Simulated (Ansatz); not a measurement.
Predict the output of the script below (the Ansatz DFT code, driven from Python).

Input file `ch5bs.xyz`:
```text
8

B    -0.85310    0.82060   -0.87320
S     0.85010    0.17700   -0.96670
C     0.70090   -0.67520    0.62130
H    -1.72630    0.25100   -1.33150
H    -1.10100    1.90680   -0.39780
H     0.54090    0.06960    1.44770
H     1.72070   -1.19070    0.84420
H    -0.04000   -1.41630    0.60020
```

`ch5bs.py`:
```python
"""Energy to split CH5BS into its atoms."""

from collections import Counter

import ansatz


def energy(molecule, charge=0, unpaired=0):
    calc = (
        molecule.calculation()
        .basis(gaussian="6-31G*")
        .functional("r2scan0")
    )
    if charge:
        calc = calc.charge(charge)
    if unpaired:
        calc = calc.spin("collinear", total=unpaired)
    return calc.run().report["free_energy_ev"]

system = ansatz.Crystal.molecule_from_extxyz("ch5bs.xyz")

# unpaired electrons of the ground-state atoms
unpaired = {"B": 1, "S": 2, "C": 2, "H": 1}
counts = Counter(site.symbol for site in system.cartesian_sites)
atom_energy = {s: energy(ansatz.Crystal.molecule().atom(s, (0, 0, 0)), 0, unpaired[s]) for s in counts}
whole = energy(system, 0, 0)
for s, e in atom_energy.items():
    print(f"{s:2s} x{counts[s]}  {e:14.5f} eV")
print(f"CH5BS: {whole:.5f} eV")
split = sum(counts[s] * e for s, e in atom_energy.items()) - whole
print(f"atomisation energy (no zero-point term): {split:.3f} eV, {split / sum(counts.values()):.3f} eV an atom")
```

```console
$ python ch5bs.py
B  x1      -670.20349 eV
S  x1    -10831.69893 eV
C  x1     -1029.18038 eV
H  x5       -13.55743 eV
CH5BS: -12626.60740 eV
atomisation energy (no zero-point term): 27.737 eV, 3.467 eV an atom
```

27.737 eV from the electronic energies, without the zero-point term.

Total energies depend on the basis set; only differences at equal settings carry meaning. The geometry is a force-field or estimated start, not a minimum of this method, and the basis set is short of its limit. All parts are taken at fixed geometry, without zero-point energy. Hardware and time: 4.8 s on 1 thread of Arm Neoverse V1, on a shared host, peak memory 0.18 GiB.
